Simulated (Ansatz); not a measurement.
## CoSi2, space group Fm-3m: cell relaxations under several functionals, step by step

With the Python package of Ansatz (0.2.0).

Interactive session:
```pycon
>>> import ansatz as az
>>> import numpy as np
>>> SMEARING = "fermi_dirac"
>>> KGRID = (11, 11, 11)
>>> def edges_and_angles(cell):
...     cell = np.asarray(cell)
...     a, b, c = np.linalg.norm(cell, axis=1)
...     cosines = cell[1] @ cell[2] / (b * c), cell[0] @ cell[2] / (a * c), cell[0] @ cell[1] / (a * b)
...     return (a, b, c, *np.degrees(np.arccos(cosines)))
...
>>> vectors = np.array([
...     [0.0, 2.678, 2.678],
...     [2.678, 0.0, 2.678],
...     [2.678, 2.678, 0.0],
... ])
>>> crystal = (
...     az.Lattice.of(vectors)
...     .atom("Co", [0.0, 0.0, 0.0])
...     .atom("Si", [0.25, 0.25, 0.25])
...     .atom("Si", [0.75, 0.75, 0.75])
...     .moments(Co=2.5)
... )
>>> len(crystal.resolved().sites)
3
>>> setup = (
...     crystal.calculation()
...     .occupations(SMEARING, width=100 * az.meV)
...     .basis(39 * az.Ry)
...     .kpoints(*KGRID)
...     .spin("collinear")
...     .relax(cell=True)
... )
>>> levels = [("pbe", "d3bj"), ("revpbe", "d3bj"), ("r2scan", "none"), ("pbe", "none")]
>>> print("level            a       b       c    alpha   beta  gamma  V/atom  steps")
level            a       b       c    alpha   beta  gamma  V/atom  steps
>>> for name, dispersion in levels:
...     seen = []
...     run = setup.functional(name, dispersion=dispersion).session().plan()
...     result = run.execute(on_event=lambda e: seen.append(e) if e["event"] == "relax_step" else None)
...     cell = result.lattice.cell_ang
...     label = name if dispersion == "none" else f"{name}+{dispersion}"
...     print("{:13s} {:7.4f} {:7.4f} {:7.4f} {:6.2f} {:6.2f} {:6.2f}".format(label, *edges_and_angles(cell)), f"{abs(np.linalg.det(cell)) / len(result.lattice.sites):7.3f} {len(seen):5d}")
...
RunWarning: the starting moments were not kept: the SCF closed with an absolute magnetisation of 1.1e-7 μB, where they sum to 2.5 μB in size (1 site). That is at most 0.1 of that sum. Measured as [...]
pbe+d3bj       3.7508  3.7508  3.7508  60.00  60.00  60.00  12.438     5
revpbe+d3bj    3.7284  3.7284  3.7284  60.00  60.00  60.00  12.217     5
r2scan         3.7585  3.7585  3.7585  60.00  60.00  60.00  12.514     5
pbe            3.7904  3.7904  3.7904  60.00  60.00  60.00  12.835     4
```

From smallest to largest: revPBE+D3BJ (12.22 Å³ an atom, -4.6 % against the start), PBE+D3BJ (12.44 Å³ an atom, -2.9 % against the start), r2SCAN (12.51 Å³ an atom, -2.3 % against the start) and PBE (12.84 Å³ an atom, +0.2 % against the start). The spread is 5.1 % in volume.

Notes:
- The SCF didn't keep the moments it started from (some shrank, vanished or turned); what is printed is the state reached.
- Forces vanish by symmetry, so the ions can't move, and the end may be a saddle.
- Dispersion corrections can be off by several per cent in the lattices of metals, and by several GPa in the pressure at a fixed cell.
- Edges and angles are those of the cell as typed, here a primitive one, not of the conventional cell.
- Of the deposited cell: the entry's cell lengths or inner coordinates differ somewhat from later room-temperature determinations.
- r2SCAN tends to overestimate the moments of itinerant magnets.
- The structure is a deposited one; some such entries were measured under pressure or heat, so a shift against it needn't be the functional's error alone.
- Warnings are shown shortened and without file and line.
- Run time: 2.4 min on 1 thread of Arm Neoverse V2, on a shared host, peak memory 0.63 GiB.
